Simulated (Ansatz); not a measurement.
# CH2I: the cost of one run

Computed with the Python package of Ansatz 0.2.0. Level of theory: Hartree-Fock/def2-SVP.

## 1. The structure

Bond lengths: C1–I2 2.132 Å, C1–H3 1.109 Å, C1–H4 1.109 Å. Angles: I2–C1–H3 109.5°, I2–C1–H4 109.5°, H3–C1–H4 109.5°.

The script holds or builds the structure itself.

## 2. The code

File ch2i.py:

```python
# -*- coding: utf-8 -*-
import logging
import sys

import ansatz as az
from ase import Atoms
from ase.thermochemistry import IdealGasThermo
import numpy as np

logging.basicConfig(stream=sys.stdout, format="%(levelname)s:%(name)s:%(message)s")
logger = logging.getLogger("run")
logger.setLevel(logging.INFO)

geometry = (
    az.Crystal.molecule()
    .atom("C", (-0.2959, 0.0063, 0.3193))
    .atom("I", (1.8012, -0.0511, -0.0603))
    .atom("H", (-0.7267, 0.9278, -0.1233))
    .atom("H", (-0.7785, -0.883, -0.1357))
)

calc = (
    geometry.calculation()
    .basis(gaussian="def2-SVP")
    .functional("hf")
    .spin("collinear", total=1)
)
symbols = [site.symbol for site in geometry.cartesian_sites]
start = np.array([site.position_ang for site in geometry.cartesian_sites], dtype=float)
def progress(event):
    if event["event"] == "relax_step":
        row = event["data"]
        logger.info(f"step {row['step']:3d}  E = {row['lagrangian_ev']:.6f} eV  largest force component {row['allowed_force_max_ev_ang']:.4f} eV/A")


data = calc.relax(force_tolerance=0.003).session().plan().execute(on_event=progress).report
end = np.array(data["positions_ang"])

logger.info("final positions (A) and the move of each atom")
for symbol, xyz, old in zip(symbols, end, start):
    logger.info(f"{symbol:2s} {xyz[0]:10.5f} {xyz[1]:10.5f} {xyz[2]:10.5f}   {np.linalg.norm(xyz - old):7.4f}")

minimum = az.Crystal.molecule()
for symbol, place in zip(symbols, end):
    minimum = minimum.atom(symbol, place.tolist())
vibrating = (
    minimum.calculation()
    .basis(gaussian="def2-SVP")
    .functional("hf")
    .spin("collinear", total=1)
    .phonons(temperatures=(298.15, 498.15, 100))
)
vib = vibrating.run().report["vibrations"]
sums = vib["harmonic_sums"]
modes = [m["omega_inv_cm"] for m in sums["modes_at_gamma"] if m["rigid_motion"] == "no"]
for number, w in enumerate(modes, start=1):
    logger.info(f"mode {number:2d} {w:9.1f} 1/cm {w / 8065.544 * 1000:8.2f} meV")
print("imaginary modes:", sum(w < 0 for w in modes), " zero-point energy:", round(sums["zero_point_energy_ev"], 4), "eV")
gas = IdealGasThermo(vib_energies=[w / 8065.544 for w in modes if w > 0], geometry="linear" if len(modes) == 3 * len(symbols) - 5 else "nonlinear",
                     atoms=Atoms(symbols, positions=end), symmetrynumber=1, spin=0.5)
logger.info(f"H(298 K) - E = {gas.get_enthalpy(298.15, verbose=False):.4f} eV")
logger.info(f"S(298 K, 1 bar) = {96485.33 * gas.get_entropy(298.15, 1e5, verbose=False):.1f} J/(mol K) with symmetry number 1")

heavier = vibrating.phonons(masses={"H": 2.014102}).run().report["vibrations"]["harmonic_sums"]
print("deuterated (1/cm):", " ".join(f"{m['omega_inv_cm']:.0f}" for m in heavier["modes_at_gamma"] if m["rigid_motion"] == "no"))
print("zero-point energy falls by", round(sums["zero_point_energy_ev"] - heavier["zero_point_energy_ev"], 4), "eV")
```

## 3. What the engine is handed

The package turns the script's settings into the engine's input (first run):

```yaml
crystal:
  periodic: [false, false, false]
  atoms:
    - { symbol: C, position_ang: [-0.2959, 0.0063, 0.3193] }
    - { symbol: I, position_ang: [1.8012, -0.0511, -0.0603] }
    - { symbol: H, position_ang: [-0.7267, 0.9278, -0.1233] }
    - { symbol: H, position_ang: [-0.7785, -0.883, -0.1357] }
basis:
  gaussian:
    orbitals: def2-SVP
hamiltonian:
  xc: hf
magnetization:
  spin_polarized: true
  initial_magnetization: 1.0
relax:
  f_tol: 0.003
```

## 4. Launch

Launch:

```
$ python ch2i.py
```

What time and memory should one allow on 1 thread of Arm Neoverse V1, shared host?

About 46 s, with a peak of 0.23 GiB.
